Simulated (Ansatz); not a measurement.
# BH8N3S: the cost of one run

All numbers below are computed with Ansatz 0.2.0 (RHF/6-31G*).

### Step 1. The structure to begin with

Bond lengths: N2–H3 1.060 Å, N2–H4 1.060 Å, B1–N5 1.550 Å, N5–H6 1.060 Å, N5–H7 1.060 Å, B1–N8 1.550 Å, N8–H9 1.060 Å, N8–H10 1.060 Å, B1–S11 2.190 Å, S11–H12 1.400 Å, N2–H13 1.150 Å, S11–H13 1.419 Å. Angles (14 of 16 angles, heavy atoms first): N5–B1–N8 120.0°, N5–B1–S11 114.2°, N8–B1–S11 84.6°, B1–N5–H6 120.0°, B1–N5–H7 120.0°, B1–N8–H9 120.0°, B1–N8–H10 120.0°, B1–S11–H12 109.5°, B1–S11–H13 67.0°, N2–H13–S11 138.5°, H3–N2–H4 120.0°, H3–N2–H13 93.0°, H4–N2–H13 94.2°, H6–N5–H7 120.0°.

Structure file:

```xyz
13

B     0.0000    0.0000    0.0000
N     0.0000    0.0000    1.9000
H    -0.8770   -0.2713    2.4300
H     0.8770    0.2713    2.4300
N     1.3423    0.0000   -0.7750
H     1.8089   -0.9179   -1.0268
H     1.7937    0.9179   -1.0532
N    -1.3423    0.0000   -0.7750
H    -2.0112   -0.8164   -0.6764
H    -1.5914    0.8164   -1.4036
S    -0.6372    1.9782    0.6906
H    -1.9264    2.2463    0.2151
H    -0.3497    1.0857    1.7562
```

### Step 2. A restrained relaxation towards end A

Springs on the bonds that form and break draw the guess towards this end; the thresholds are loose.

Contents of input.yaml:

```yaml
crystal:
  periodic: [false, false, false]
  atoms:
    - { symbol: B, position_ang: [0.0, 0.0, 0.0] }
    - { symbol: "N", position_ang: [0.0, 0.0, 1.9] }
    - { symbol: H, position_ang: [-0.877, -0.2713, 2.43] }
    - { symbol: H, position_ang: [0.877, 0.2713, 2.43] }
    - { symbol: "N", position_ang: [1.3423, 0.0, -0.775] }
    - { symbol: H, position_ang: [1.8089, -0.9179, -1.0268] }
    - { symbol: H, position_ang: [1.7937, 0.9179, -1.0532] }
    - { symbol: "N", position_ang: [-1.3423, 0.0, -0.775] }
    - { symbol: H, position_ang: [-2.0112, -0.8164, -0.6764] }
    - { symbol: H, position_ang: [-1.5914, 0.8164, -1.4036] }
    - { symbol: S, position_ang: [-0.6372, 1.9782, 0.6906] }
    - { symbol: H, position_ang: [-1.9264, 2.2463, 0.2151] }
    - { symbol: H, position_ang: [-0.3497, 1.0857, 1.7562] }
basis:
  gaussian: { orbitals: "6-31G*" }
hamiltonian:
  xc: hf
relax:
  f_tol: 0.15
  max_steps: 25
  restrain:
    - { distance: [0, 10], at: 3.09, k: 30.0 }
    - { distance: [12, 1], at: 2.26, k: 30.0 }
    - { distance: [0, 1], at: 1.55, k: 30.0 }
    - { distance: [12, 10], at: 1.4, k: 30.0 }
```

Command:

```
$ ansatz run input.yaml --threads 2 --pin off --max-ram 3072MiB --backend cpu --events-out ev --progress --plain --runs-dir out
```

What time and memory should one allow on 2 threads of AMD EPYC 9R45 (Zen 5), shared host?

About 14 s, with a peak of 0.21 GiB.
